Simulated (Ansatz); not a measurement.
# C3H7AlSi: the cost of one run

The runs use Ansatz 0.2.0, Gaussian basis; the settings change from run to run.

## Step 1: The relaxed structure

The geometry comes from an earlier relaxation with PBE0-D4 in a triple-zeta def2 set; it is a stationary point, not always the lowest conformer.

SMILES `CC1=C[SiH]1[AlH2]`, 12 atoms, charge 0, spin multiplicity 1.

Atoms are counted from 1 here; the program's logs count them from 0.

Bond lengths: C1–C2 1.477 Å, C1–H6 1.093 Å, C1–H7 1.093 Å, C1–H8 1.093 Å, C2–C3 1.316 Å, C2–Si4 1.851 Å, C3–Si4 1.838 Å, C3–H9 1.083 Å, Si4–Al5 2.428 Å, Si4–H10 1.495 Å, Al5–H11 1.590 Å, Al5–H12 1.591 Å. Angles: C2–C1–H6 111.8°, C2–C1–H7 110.3°, C2–C1–H8 110.4°, H6–C1–H7 108.7°, H6–C1–H8 108.8°, H7–C1–H8 106.7°, C1–C2–C3 140.5°, C1–C2–Si4 150.9°, C3–C2–Si4 68.6°, C2–C3–Si4 69.6°, C2–C3–H9 138.0°, Si4–C3–H9 152.4°, C2–Si4–C3 41.8°, C2–Si4–Al5 119.1°, C2–Si4–H10 116.6°, C3–Si4–Al5 119.2°, C3–Si4–H10 116.8°, Al5–Si4–H10 119.8° and more.

## Step 2: RPA/x2c-TZVPPall

This run has high accuracy.

Contents of in.yaml:

```yaml
crystal:
  periodic: [false, false, false]
  atoms:
    - {symbol: C, position_ang: [-1.543044, 0.884980, 1.199743]}
    - {symbol: C, position_ang: [-0.201283, 0.521300, 0.702098]}
    - {symbol: C, position_ang: [0.971066, 0.119899, 1.143705]}
    - {symbol: Si, position_ang: [1.008846, 0.317086, -0.683118]}
    - {symbol: Al, position_ang: [0.868674, -1.654961, -2.092032]}
    - {symbol: H, position_ang: [-1.614732, 0.783415, 2.286108]}
    - {symbol: H, position_ang: [-1.782230, 1.916329, 0.927132]}
    - {symbol: H, position_ang: [-2.305492, 0.253029, 0.736175]}
    - {symbol: H, position_ang: [1.435967, -0.113671, 2.093809]}
    - {symbol: H, position_ang: [1.637551, 1.565289, -1.213107]}
    - {symbol: H, position_ang: [0.185361, -2.954248, -1.481635]}
    - {symbol: H, position_ang: [1.416313, -1.693649, -3.584978]}
basis:
  gaussian: {orbitals: x2c-TZVPPall}
hamiltonian: {xc: {name: HF}}
correlation: {method: rpa}
accuracy: high
```

On the command line:

```sh
ansatz run in.yaml --threads 4 --pin off --events-out ev --progress --plain --max-ram 10444MiB
```

What time and memory should one allow on 4 threads of Intel Xeon 6975P-C, shared host?

About 19 s, with a peak of 2.5 GiB.
